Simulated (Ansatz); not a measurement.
# B2P: the cost of one run

Program: Ansatz 0.2.0. Level of theory: DFT PBE, scalar-relativistic, plane waves, PAW. These are calculated values, not measurements.

**1. The system as given**

It takes space group I4/mcm (No. 140, tetragonal). The conventional cell has a = 5.278 Å, b = 5.278 Å, c = 4.393 Å, α = 90.00°, β = 90.00°, γ = 90.00°. B (site symmetry m2m) is surrounded by 4 P at 2.25 Å and 3 B at 2.49 to 2.52 Å. Around P (site symmetry 422) lie 2 P at 2.20 Å and 8 B at 2.25 Å.

As a file:

```cif
data_structure
_symmetry_space_group_name_H-M 'P 1'
_symmetry_Int_Tables_number 1
_cell_length_a 4.3306
_cell_length_b 4.3306
_cell_length_c 4.3306
_cell_angle_alpha 104.910
_cell_angle_beta 104.910
_cell_angle_gamma 119.038
_cell_volume 61.19
loop_
_atom_site_label
_atom_site_type_symbol
_atom_site_fract_x
_atom_site_fract_y
_atom_site_fract_z
_atom_site_occupancy
B1 B 0.66700 0.16700 0.83400 1
B2 B 0.16700 0.33300 0.50000 1
B3 B 0.33300 0.83300 0.16600 1
B4 B 0.83300 0.66700 0.50000 1
P1 P 0.25000 0.25000 0.00000 1
P2 P 0.75000 0.75000 0.00000 1
```

This is candidate A: Cr2B type (I4/mcm, No. 140).

(A quick probe on a coarse mesh, which set the mesh and smearing, is not shown.)

**3. Rough relaxation on the coarse mesh (candidate A)**

input.yaml

```yaml
crystal:
  lattice:
    - [-2.6389831911, 2.6389831911, 2.196692662]
    - [2.6389831911, -2.6389831911, 2.196692662]
    - [2.6389831911, 2.6389831911, -2.196692662]
  atoms:
    - { symbol: B, position: [0.667, 0.167, 0.834] }
    - { symbol: B, position: [0.167, 0.333, 0.5] }
    - { symbol: B, position: [0.333, 0.833, 0.166] }
    - { symbol: B, position: [0.833, 0.667, 0.5] }
    - { symbol: P, position: [0.25, 0.25, 0.0] }
    - { symbol: P, position: [0.75, 0.75, 0.0] }
basis:
  ecutwfc: 420
kpoints:
  mp_grid: { grid: [6, 6, 6] }
hamiltonian:
  xc: pbe
scf:
  occupations: { method: gaussian, width: 0.1 }
  lower_state_search: "off"
output:
  forces: true
  stress: true
  eigenvalues: true
relax:
  adjacent_minimum: "off"
  f_tol: 0.04
  max_steps: 70
  cell: { stress_tol: 0.4 }
```

Launch:

```
> ansatz run input.yaml --threads 1 --pin off --max-ram 2560MiB --backend cpu --events-out ev --progress --plain --runs-dir out
```

What time and memory should one allow on 1 thread of Arm Neoverse V1, shared host?

About 34 s, with a peak of 0.33 GiB.
